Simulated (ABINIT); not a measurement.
# WS (Pm-3m) in ABINIT: convergence with smearing width

Aim: find how far smearing width must go before the results for WS settle, at PBE. This setting moves, with any that are tied to it; all else stays.

Everything below comes from runs of ABINIT 10.8.3 (patched build). Logs are shortened: lines on timing, memory, paths and dates and some standing lists are left out, and cuts for length are marked. The log counts tension as positive stress, the text compression.

## (1) The crystal as given

The structure is cubic, space group Pm-3m (No. 221). Conventional cell: a = 3.008 Å, b = 3.008 Å, c = 3.008 Å, α = 90.00°, β = 90.00°, γ = 90.00°. W (site symmetry m-3m) has 8 S at 2.60 Å as nearest neighbours. Around S (site symmetry m-3m) lie 8 W at 2.60 Å.

The cell was built by a generator and needn't be a form met in nature.

## (2) With smearing width 0.272 eV

run.abi reads:

```
pp_dirpath "./"
pseudos "W_ONCV_PBE-1.2.upf, S_ONCV_PBE-1.2.upf"

acell 3*1.0
rprim
     5.6840883130     0.0000000000     0.0000000000
     0.0000000000     5.6840883130     0.0000000000
     0.0000000000     0.0000000000     5.6840883130
ntypat 2
znucl 74 16
natom 2
typat 1 2
xred
     0.5000000000     0.5000000000     0.5000000000
     0.0000000000     0.0000000000     0.0000000000

ecut 30.0

kptopt 1
ngkpt 9 9 9
nshiftk 1
shiftk 0.0 0.0 0.0

ixc 11

nband 21
occopt 6
tsmear 0.00999582

nstep 100
tolvrs 1.0e-10

iomode 3
prtwf 0
prtden 0
prteig 0
prtebands 0
enunit 1
```

Potentials or basis: SG15 NC PBE v1.2.

Started as:

```bash
> abinit run.abi > log 2>&1
```

It took 14 s on 1 thread of AMD EPYC 9R45 (Zen 5), shared host; peak memory 0.07 GiB.

The run converged. Its results:

```yaml
Free_energy: -7678.7996 eV
Pressure: 1.1 GPa
Band_gap_on_the_k_mesh: none (metal or under the smearing width)
Valence_electrons_inside_the_program's_atomic_spheres: W 24.07; S 4.00
```

## (3) With smearing width 0.2 eV

run.abi: that of step 2 with these lines changed.

```diff
@@ -27,3 +27,3 @@
 occopt 6
-tsmear 0.00999582
+tsmear 0.00734986
```

Potentials or basis: SG15 NC PBE v1.2.

Started as:

```bash
> abinit run.abi > log 2>&1
```

Run time: 14 s. Hardware: 1 thread of AMD EPYC 9R45 (Zen 5), shared host; peak memory 0.07 GiB.

Results (log left out):

| Quantity | Value |
| --- | --- |
| Free energy | -7678.7980 eV |
| Pressure | 1.2 GPa |
| Band gap on the k mesh | none (metal or under the smearing width) |
| Valence electrons inside the program's atomic spheres | W 24.07; S 4.00 |

## (4) With smearing width 0.136 eV

run.abi: that of step 3 with these lines changed.

```diff
@@ -27,3 +27,3 @@
 occopt 6
-tsmear 0.00734986
+tsmear 0.00499791
```

Started as:

```bash
> abinit run.abi > log 2>&1
```

Wall time 14 s (1 thread of AMD EPYC 9R45 (Zen 5), shared host); peak memory 0.07 GiB.

Results (log left out):

- Free energy: -7678.7972 eV
- Pressure: 1.3 GPa
- Band gap on the k mesh: none (metal or under the smearing width)
- Valence electrons inside the program's atomic spheres: W 24.07; S 4.00

## (5) With smearing width 0.1 eV

run.abi: that of step 4 with these lines changed.

```diff
@@ -27,3 +27,3 @@
 occopt 6
-tsmear 0.00499791
+tsmear 0.00367493
```

Started as:

```bash
> abinit run.abi > log 2>&1
```

Run time: 14 s. Hardware: 1 thread of AMD EPYC 9R45 (Zen 5), shared host; peak memory 0.07 GiB.

Results (log left out):

```yaml
Free_energy: -7678.7971 eV
Pressure: 1.3 GPa
Band_gap_on_the_k_mesh: none (metal or under the smearing width)
Valence_electrons_inside_the_program's_atomic_spheres: W 24.07; S 4.00
```

## (6) With smearing width 0.05 eV

run.abi: that of step 5 with these lines changed.

```diff
@@ -27,3 +27,3 @@
 occopt 6
-tsmear 0.00367493
+tsmear 0.00183747
```

Potentials or basis: SG15 NC PBE v1.2.

Started as:

```bash
> abinit run.abi > log 2>&1
```

It took 14 s on 1 thread of AMD EPYC 9R45 (Zen 5), shared host; peak memory 0.07 GiB.

The run converged. Its results:

| Property | Result |
| --- | --- |
| Free energy | -7678.7972 eV |
| Pressure | 1.3 GPa |
| Band gap on the k mesh | none (metal or under the smearing width) |
| Valence electrons inside the program's atomic spheres | W 24.07; S 4.00 |

## (7) With smearing width 0.025 eV

run.abi: that of step 6 with these lines changed.

```diff
@@ -27,3 +27,3 @@
 occopt 6
-tsmear 0.00183747
+tsmear 0.00091873
```

Started as:

```bash
> abinit run.abi > log 2>&1
```

It took 14 s on 1 thread of AMD EPYC 9R45 (Zen 5), shared host; peak memory 0.07 GiB.

It converged, with:

```yaml
Free_energy: -7678.7973 eV
Pressure: 1.3 GPa
Band_gap_on_the_k_mesh: none (metal or under the smearing width)
Valence_electrons_inside_the_program's_atomic_spheres: W 24.07; S 4.00
```

## (8) With smearing width 0.01 eV

run.abi: that of step 7 with these lines changed.

```diff
@@ -27,3 +27,3 @@
 occopt 6
-tsmear 0.00091873
+tsmear 0.00036749
```

Potentials or basis: SG15 NC PBE v1.2.

Started as:

```bash
> abinit run.abi > log 2>&1
```

run.abo:

```text
.Version 10.8.3 of ABINIT
 Symmetries : space group Pm -3 m (#221); Bravais cP (primitive cubic)
================================================================================
 Values of the parameters that define the memory need of the present run
     intxc =       0    ionmov =       0      iscf =       7    lmnmax =       8
     lnmax =       8     mgfft =      30  mpssoang =       4    mqgrid =    3001
     natom =       2  nloc_mem =       1    nspden =       1   nspinor =       1
    nsppol =       1      nsym =      48    n1xccc =       0    ntypat =       2
    occopt =       6   xclevel =       2
       mpw =        1463          nfft =       27000          nkpt =          35
================================================================================
================================================================================

--------------------------------------------------------------------------------
------------- Echo of variables that govern the present computation ------------
--------------------------------------------------------------------------------
 -outvars: echo values of preprocessed input variables --------
            acell      1.0000000000E+00  1.0000000000E+00  1.0000000000E+00 Bohr
              amu      1.83850000E+02  3.20660000E+01
             ecut      3.00000000E+01 Hartree
           enunit           1
              ixc          11
         kptrlatt        9    0    0      0    9    0      0    0    9
          kptrlen      5.11567948E+01
            natom           2
            nband          21
            ngfft          30      30      30
             nkpt          35
            nstep         100
             nsym          48
           ntypat           2
           occopt           6
           prtden           0
        prtebands           0
           prteig           0
            prtwf           0
            rprim      5.6840883130E+00  0.0000000000E+00  0.0000000000E+00
                       0.0000000000E+00  5.6840883130E+00  0.0000000000E+00
                       0.0000000000E+00  0.0000000000E+00  5.6840883130E+00
          spgroup         221
           tolvrs      1.00000000E-10
           tsmear      3.67490000E-04 Hartree
            typat      1  2
           xangst      1.5039449990E+00  1.5039449990E+00  1.5039449990E+00
                       0.0000000000E+00  0.0000000000E+00  0.0000000000E+00
            xcart      2.8420441565E+00  2.8420441565E+00  2.8420441565E+00
                       0.0000000000E+00  0.0000000000E+00  0.0000000000E+00
             xred      5.0000000000E-01  5.0000000000E-01  5.0000000000E-01
                       0.0000000000E+00  0.0000000000E+00  0.0000000000E+00
            znucl       74.00000   16.00000

================================================================================

 chkinp: Checking input parameters for consistency.

================================================================================
== DATASET  1 ==================================================================

--- !DatasetInfo
[... 83 lines left out ...]
- [ -0.00000000E+00,  -0.00000000E+00,  -0.00000000E+00, ]
force_length_stats: {min:   0.00000000E+00, max:   0.00000000E+00, mean:   0.00000000E+00, }
...

 Integrated electronic density in atomic spheres:
 ------------------------------------------------
 Atom  Sphere_radius  Integrated_density
    1        2.00000         24.06936817
    2        2.00000          3.99709667
================================================================================

 ----iterations are completed or convergence reached----

 Mean square residual over all n,k,spin=   90.145E-08; max=  53.165E-05
 reduced coordinates (array xred) for    2 atoms
       0.500000000000      0.500000000000      0.500000000000
       0.000000000000      0.000000000000      0.000000000000
 rms dE/dt=  0.0000E+00; max dE/dt=  0.0000E+00; dE/dt below (all hartree)
    1       0.000000000000      0.000000000000      0.000000000000
    2       0.000000000000      0.000000000000      0.000000000000

 cartesian coordinates (angstrom) at end:
    1      1.50394499897955     1.50394499897955     1.50394499897955
    2      0.00000000000000     0.00000000000000     0.00000000000000

 cartesian forces (hartree/bohr) at end:
    1     -0.00000000000000    -0.00000000000000    -0.00000000000000
    2     -0.00000000000000    -0.00000000000000    -0.00000000000000
 frms,max,avg= 0.0000000E+00 0.0000000E+00   0.000E+00  0.000E+00  0.000E+00 h/b

 cartesian forces (eV/Angstrom) at end:
    1     -0.00000000000000    -0.00000000000000    -0.00000000000000
    2     -0.00000000000000    -0.00000000000000    -0.00000000000000
 frms,max,avg= 0.0000000E+00 0.0000000E+00   0.000E+00  0.000E+00  0.000E+00 e/A
 length scales=  1.000000000000  1.000000000000  1.000000000000 bohr
              =  0.529177210544  0.529177210544  0.529177210544 angstroms
 Fermi (or HOMO) energy (eV) =  15.70089   Average Vxc (eV)= -13.99775
 Eigenvalues (   eV  ) for nkpt=  35  k points:
 kpt#   1, nband= 21, wtk=  0.00137, kpt=  0.0000  0.0000  0.0000 (reduced coord)
 -58.73854  -22.81803  -22.81803  -22.81803  -12.93612  -12.88793  -12.88793  -12.88793
 -12.84357  -12.84357  -12.84357   -1.87157   11.20788   11.20788   12.87614   12.87614
  12.87614   16.91993   16.91993   16.91993   18.10107
 prteigrs : prtvol=0 or 1, do not print more k-points.

--- !EnergyTerms
iteration_state     : {dtset: 1, }
comment             : Components of total free energy in Hartree
kinetic             :  1.05511387280608E+02
hartree             :  6.40262451372363E+01
xc                  : -2.36685740871900E+01
Ewald energy        : -2.28359789305717E+02
psp_core            :  1.48042532409479E+01
local_psp           : -1.68519448003770E+02
non_local_psp       : -4.59846681524061E+01
internal            : -2.82190593890291E+02
'-kT*entropy'       : -1.56822749598099E-06
total_energy        : -2.82190595458519E+02
total_energy_eV     : -7.67879728800513E+03
band_energy         : -1.18280929907678E+01
...

 Cartesian components of stress tensor (hartree/bohr^3)
  sigma(1 1)= -4.28645788E-05  sigma(3 2)=  0.00000000E+00
  sigma(2 2)= -4.28645788E-05  sigma(3 1)=  0.00000000E+00
  sigma(3 3)= -4.28645788E-05  sigma(2 1)=  0.00000000E+00

-Cartesian components of stress tensor (GPa)         [Pressure=  1.2611E+00 GPa]
- sigma(1 1)= -1.26111945E+00  sigma(3 2)=  0.00000000E+00
- sigma(2 2)= -1.26111945E+00  sigma(3 1)=  0.00000000E+00
- sigma(3 3)= -1.26111945E+00  sigma(2 1)=  0.00000000E+00

== END DATASET(S) ==============================================================
================================================================================

 -outvars: echo values of variables after computation  --------
            acell      1.0000000000E+00  1.0000000000E+00  1.0000000000E+00 Bohr
           etotal     -2.8219059546E+02
            fcart     -0.0000000000E+00 -0.0000000000E+00 -0.0000000000E+00
                      -0.0000000000E+00 -0.0000000000E+00 -0.0000000000E+00
            rprim      5.6840883130E+00  0.0000000000E+00  0.0000000000E+00
                       0.0000000000E+00  5.6840883130E+00  0.0000000000E+00
                       0.0000000000E+00  0.0000000000E+00  5.6840883130E+00
           strten     -4.2864578845E-05 -4.2864578845E-05 -4.2864578845E-05
                       0.0000000000E+00  0.0000000000E+00  0.0000000000E+00
           xangst      1.5039449990E+00  1.5039449990E+00  1.5039449990E+00
                       0.0000000000E+00  0.0000000000E+00  0.0000000000E+00
             xred      5.0000000000E-01  5.0000000000E-01  5.0000000000E-01
                       0.0000000000E+00  0.0000000000E+00  0.0000000000E+00
 Calculation completed.
```

It took 14 s on 1 thread of AMD EPYC 9R45 (Zen 5), shared host; peak memory 0.07 GiB.

What came out:

| Item | Value |
| --- | --- |
| Free energy | -7678.7973 eV |
| Pressure | 1.3 GPa |
| Band gap on the k mesh | none (metal or under the smearing width) |
| Valence electrons inside the program's atomic spheres | W 24.07; S 4.00 |

## (9) Result

| smearing width | energy less the tightest run (meV/atom) | pressure (GPa) | SCF cycles | CPU time (s) | peak memory (GiB) |
| --- | --- | --- | --- | --- | --- |
| 0.272 eV | -1.15 | 1.09 | 9 | 14 | 0.07 |
| 0.2 eV | -0.36 | 1.19 | 9 | 14 | 0.07 |
| 0.136 eV | 0.04 | 1.26 | 9 | 14 | 0.07 |
| 0.1 eV | 0.11 | 1.27 | 9 | 14 | 0.07 |
| 0.05 eV | 0.06 | 1.26 | 9 | 14 | 0.07 |
| 0.025 eV | 0.00 | 1.28 | 9 | 14 | 0.07 |
| 0.01 eV | 0.00 | 1.26 | 9 | 14 | 0.07 |

Against the tightest run, the energy stays within 1 meV/atom from 0.2 eV on; the pressure stays within 0.1 GPa from 0.2 eV on. Narrower smearing needs a denser k mesh, so at a fixed mesh the narrowest width isn't the most accurate. The tightest run that finished is the yardstick and may itself not be fully converged.
